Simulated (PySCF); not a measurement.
# ReOBr₂: relaxation and vibrations of the doublet

The task is one start of a wider search on ReOBr₂: the doublet, from a PBE0 minimum start. It is relaxed, tested by its Hessian and followed downhill if it is a saddle.

The runs use PySCF 2.14.0; PBE0, basis Re def2-SVP with ECP60, O def2-SVP, Br def2-SVP, scalar-relativistic core potentials, no spin–orbit coupling, density fitting.

## 1. Where the work starts

4 atoms, charge 0, spin multiplicity 2.

Bond lengths: Re1–O2 1.646 Å, Re1–Br3 2.368 Å, Re1–Br4 2.368 Å. Angles: O2–Re1–Br3 118.3°, O2–Re1–Br4 118.3°, Br3–Re1–Br4 123.4°.

```xyz
4
charge 0 multiplicity 2
Re   -0.4183    0.0000    0.0000
O    -2.0643    0.0000    0.0000
Br    0.7047   -2.0850    0.0000
Br    0.7047    2.0850    0.0000
```

## 2. The SCF at the typed geometry

One driver script runs all steps and calls PySCF; scf.py shows how it sets up the SCF of each step. The optimiser is the driver's own. After this first run the driver tries any further starts and a stability analysis.

Contents of scf.py:

```python
from pyscf import gto, scf, dft
mol = gto.M(atom='''
Re    -0.418310     0.000000     0.000000
O     -2.064280     0.000000     0.000000
Br     0.704680    -2.085030     0.000000
Br     0.704680     2.085030     0.000000''',
    basis={'Re': 'def2-SVP', 'O': 'def2-SVP', 'Br': 'def2-SVP'},
    ecp={'Re': 'def2-SVP'},
    charge=0, spin=1)
mf = dft.UKS(mol, xc='PBE0')
mf.grids.atom_grid = (50, 194)
aux = {'Re': 'def2-universal-JKFIT', 'O': 'def2-universal-JKFIT', 'Br': 'def2-universal-JKFIT'}
mf = mf.density_fit(auxbasis=aux)
mf.conv_tol = 1e-08
mf.diis_space = 10
mf.max_cycle = 60
mf.init_guess = 'minao'
mf.verbose = 4
mf.kernel()
```

Run with:

```sh
$ OMP_NUM_THREADS=4 python axn.py task.json out
```

Output:

```text
init E= -5286.27995647886
[... the frontier-level lines of each cycle are left out ...]
cycle= 1 E= -5300.37598883927  delta_E= -14.1  |g|=  0.6  |ddm|= 5.62
cycle= 2 E= -5298.79708421471  delta_E= 1.58  |g|=    2  |ddm|= 1.78
cycle= 3 E= -5300.47099731419  delta_E= -1.67  |g|= 0.375  |ddm|= 1.34
cycle= 4 E= -5300.52786255976  delta_E= -0.0569  |g|= 0.184  |ddm|= 0.609
cycle= 5 E= -5300.54618695992  delta_E= -0.0183  |g|= 0.0432  |ddm|= 0.236
cycle= 6 E= -5300.5469598236  delta_E= -0.000773  |g|= 0.00946  |ddm|= 0.0464
cycle= 7 E= -5300.54703926084  delta_E= -7.94e-05  |g|= 0.00218  |ddm|= 0.0183
cycle= 8 E= -5300.54705454444  delta_E= -1.53e-05  |g|= 0.00111  |ddm|= 0.0101
cycle= 9 E= -5300.54705840422  delta_E= -3.86e-06  |g|= 0.000624  |ddm|= 0.00556
cycle= 10 E= -5300.54705914153  delta_E= -7.37e-07  |g|= 0.0003  |ddm|= 0.00248
cycle= 11 E= -5300.5470592769  delta_E= -1.35e-07  |g|= 4.95e-05  |ddm|= 0.000907
cycle= 12 E= -5300.54705928566  delta_E= -8.76e-09  |g|= 2.15e-05  |ddm|= 0.000251
Extra cycle  E= -5300.54705928568  delta_E= -2.18e-11  |g|= 3.74e-05  |ddm|= 8.05e-05
converged SCF energy = -5300.54705928568  <S^2> = 0.76062927  2S+1 = 2.0106012
```

This step, with its further starts and checks, needed 22 s of wall time on 4 threads of Arm Neoverse V2, shared host.

Energies from each starting density:

```tsv
start	energy (Eh)
the minimal-basis guess	-5300.547059
a thermally smeared density	-5300.547059
a smeared PBE density	-5300.547059
```

The test of internal stability and the other starts found no lower solution of this spin.

## 3. Relaxation: PBE0 minimum start, doublet

The program finds C2v symmetry in the start, which this walk keeps.

Changes to scf.py since step 2:

```diff
@@ -3,4 +3,4 @@
-Re    -0.418310     0.000000     0.000000
-O     -2.064280     0.000000     0.000000
-Br     0.704680    -2.085030     0.000000
-Br     0.704680     2.085030     0.000000''',
+Re    -0.418313     0.000000     0.000000
+O     -2.064283     0.000000     0.000000
+Br     0.704677    -2.085030     0.000000
+Br     0.704677     2.085030     0.000000''',
@@ -17 +16,0 @@
-mf.init_guess = 'minao'
```

The optimiser's trace:

```tsv
step	energy (Eh)	change (kJ/mol)	largest symmetric gradient (Eh/bohr)
0	-5300.547059	0.00	0.00007
```

The walk took 3.9 s.

End point (C2v, 0 steps, 0.0 kJ/mol gained): Re–Br 2.368 Å (×2), Re–O 1.646 Å; Br–Re–Br 123.4°, Br–Re–O 118.3° (×2).

## 4. Is it a minimum? Harmonic modes

On the finer grid the gradient is checked again; gradients at displacements of ±0.02 bohr then give force constants and infrared intensities.

Changes to scf.py since step 3:

```diff
@@ -3,4 +3,4 @@
-Re    -0.418313     0.000000     0.000000
-O     -2.064283     0.000000     0.000000
-Br     0.704677    -2.085030     0.000000
-Br     0.704677     2.085030     0.000000''',
+Re    -0.420385     0.000000     0.000000
+O     -2.066421     0.000000     0.000000
+Br     0.706783    -2.082493     0.000000
+Br     0.706783     2.082493     0.000000''',
@@ -11 +11 @@
-mf.grids.atom_grid = (50, 194)
+mf.grids.atom_grid = (75, 302)
@@ -14 +14 @@
-mf.conv_tol = 1e-08
+mf.conv_tol = 1e-10
```

The driver hands on the density of the step before, so the log starts near convergence.

SCF at the final geometry:

```text
init E= -5300.5472148431
[... the frontier-level lines of each cycle are left out ...]
cycle= 1 E= -5300.54721484303  delta_E= 7.37e-11  |g|= 1.32e-05  |ddm|= 1.09e-05
cycle= 2 E= -5300.54721484233  delta_E= 7.01e-10  |g|= 4.47e-05  |ddm|= 3.59e-05
cycle= 3 E= -5300.5472148431  delta_E= -7.76e-10  |g|= 1.72e-06  |ddm|= 2.78e-05
cycle= 4 E= -5300.54721484311  delta_E= -5.46e-12  |g|= 2.32e-07  |ddm|= 2.19e-06
Extra cycle  E= -5300.54721484311  delta_E=    0  |g|= 4.01e-07  |ddm|= 7.56e-07
converged SCF energy = -5300.54721484311  <S^2> = 0.76066338  2S+1 = 2.0106351
```

The whole step took 100 s.

Geometry: C2v; Re–Br 2.368 Å (×2), Re–O 1.646 Å; Br–Re–Br 123.2°, Br–Re–O 118.4° (×2).

Modes, for the most abundant isotopes:

| symmetry | ω (cm⁻¹) | IR (km/mol) | μ (u) |
| --- | --- | --- | --- |
| a1 | 69 | 0.0 | 83.02 |
| b1 | 118 | 1.0 | 25.49 |
| b2 | 184 | 0.1 | 18.79 |
| a1 | 265 | 6.1 | 82.85 |
| b2 | 313 | 47.5 | 79.56 |
| a1 | 1111 | 139 | 17.24 |

No imaginary mode, so this is a minimum.

Properties at this point:

- Dipole moment: 0.74 D
- Highest occupied level: -7.01 eV
- Lowest empty level: -3.60 eV
- Rotational constants: 0.09356, 0.02463, 0.0195 cm⁻¹
- Zero-point energy: 12.3 kJ/mol
- Principal polarisabilities: 52.5, 67.3, 98.8 bohr³
- Atomisation energy without zero-point energy: 1213 kJ/mol
- Principal traceless quadrupole moments about the centre of mass: -1.86, -1.01, 2.87 D Å
- Entropy at 298.15 K and 1 bar (electronic part: spin only): 360.5 J/(mol K)
- Heat capacity Cp at 298.15 K: 72.7 J/(mol K)
- Enthalpy at 298.15 K above 0 K: 17.73 kJ/mol
- Rotational symmetry number: 2
- Spin squared ⟨S²⟩: 0.761

Charges (e) and bond orders:

| atom | Mulliken | Löwdin | polar tensor | spin (Mulliken) | Mayer order to Re1 |
| --- | --- | --- | --- | --- | --- |
| Re1 | 0.64 | -0.35 | 1.35 | 0.96 | – |
| O2 | -0.22 | 0.01 | -0.60 | -0.09 | 2.26 |
| Br3,4 | -0.21 | 0.17 | -0.38 | 0.06 | 1.21 |

Mulliken populations on Re1 (outside its core potential): s 2.79, p 6.29, d 5.19, f 0.09.

## 5. Summary of results

```
                                          quantity                                                                   value
                                           minimum                                                            doublet, C2v
                                          geometry  Re–Br 2.368 Å (×2), Re–O 1.646 Å; Br–Re–Br 123.2°, Br–Re–O 118.4° (×2)
                                wavenumbers (cm⁻¹)              69 (a1), 118 (b1), 184 (b2), 265 (a1), 313 (b2), 1111 (a1)
                                     dipole moment                                                                  0.74 D
highest occupied, lowest empty level (either spin)                                                         -7.01, -3.60 eV
                        polar-tensor charge of Re1                                                                 +1.35 e
                                 zero-point energy                                                             12.3 kJ/mol
                               entropy at 298.15 K                                                         360.5 J/(mol K)
         atomisation energy (no zero-point energy)                                                             1213 kJ/mol
                                              ⟨S²⟩                                                                   0.761
```

**Reading.** The PBE0 minimum start keeps its C2v symmetry and ends in a minimum. In the infrared the band at 1111 cm⁻¹ (a1, stretch) leads. Most of the spin sits on Re1 (Mulliken spin 0.96, against 1 for the whole molecule). Other starts or spin states, not run here, may lie lower. One determinant may miss the lowest occupation of an open d or f shell. Spin–orbit coupling, left out here, can matter for elements this heavy.

The search up to here took 2.1 min.
